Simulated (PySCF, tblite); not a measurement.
# C₃H₈NOSi₂ radical: geometry, infrared bands and EPR parameters

What infrared bands and EPR parameters should C₃H₈NOSi₂ radical (`O=[C]N[SiH]1C[SiH2]C1`) show?

Programs: tblite 0.8.0 and PySCF 2.14.0, with density-fitted response routines of our own. Each step states its level of theory. These are calculated values for one molecule in the gas phase, unless marked as measured. Atoms count from 0, in the outputs and in this text.

**1. Starting geometry**

15 atoms, charge 0, multiplicity 2; geometry from: force field or distance geometry start.

Bonds of the start (Å): O0–C1 1.24, C1–N2 1.42, N2–Si3 1.80, Si3–C4 1.85, C4–Si5 1.86, Si5–C6 1.88, C6–Si3 1.89, N2–H7 1.05, Si3–H8 1.44, C4–H9 1.10, C4–H10 1.10, Si5–H11 1.46, Si5–H12 1.47, C6–H13 1.09, C6–H14 1.11.

**2. Optimising the geometry with GFN2-xTB**

Job settings and geometry (Å):

```
{"job": {"kind": "relax", "xc": "GFN2-xTB", "basis": "xTB"}, "charge": 0, "multiplicity": 2}
O      3.124900     1.579800    -0.590800
C      2.973700     0.881400     0.427600
N      1.856100     0.021800     0.602200
Si     0.557100    -0.091400    -0.640500
C     -0.867700     1.074500    -0.462200
Si    -1.785300    -0.132500     0.610800
C     -0.628000    -1.451500    -0.077600
H      1.796000    -0.535100     1.485100
H      0.965900    -0.287500    -2.005300
H     -1.377300     1.184900    -1.435600
H     -0.641500     2.042100     0.006900
H     -3.176700    -0.363200     0.233400
H     -1.528800     0.185000     2.023800
H     -1.029700    -1.999600    -0.932800
H     -0.243000    -2.100900     0.733100
```

Run with:

```
OMP_NUM_THREADS=1 python probes_run.py task.json out
```

The driver reads the jobs from task.json and runs them one after another.

**Question.** This job is followed by: GFN2-xTB harmonic vibrations, gas phase; UKS B3LYP, pcH-1 on C H N O Si, non-relativistic, mean-field spin-orbit, GIAO. What will the session give for the following? strongest single infrared mode (GFN2-xTB); zero-point energy (GFN2-xTB); g(iso) (B3LYP); ⟨S²⟩; largest a(iso) (averaged by class); potential on the surface of density 0.002 e/bohr³, 1st and 99th percentile.

The runs gave:

| quantity | value |
| --- | --- |
| strongest single infrared mode (GFN2-xTB) | 1838 cm⁻¹, 659 km/mol |
| zero-point energy (GFN2-xTB) | 63.3 kcal/mol |
| g(iso) (B3LYP) | 2.00159 |
| ⟨S²⟩ | 0.753 (exact 0.75) |
| largest a(iso) (averaged by class) | 13C on C1, 433.1 MHz |
| potential on the surface of density 0.002 e/bohr³, 1st and 99th percentile | -1.66 V and 2.08 V |

What this shows: Over 74 steps the energy fell by 0.692 eV; of the close pairs, C1–N2 changed most, 1.421 to 1.324 Å. All 39 modes are real, so the xTB geometry is a minimum. The strongest single mode, at 1838 cm⁻¹, moves mainly C1 and O0. GFN2-xTB is a fitted tight-binding method: band positions and strengths are rough. Its intensities can rank the bands wrongly. The largest share of the spin, 0.67 e, sits on C1. The isotropic g lies 0.7 ppt below the free-electron value. These values are for one conformer; the search (at its own cheap level) found 2 more, at 0.80, 2.91 kcal/mol, and measured spectra average over such forms.
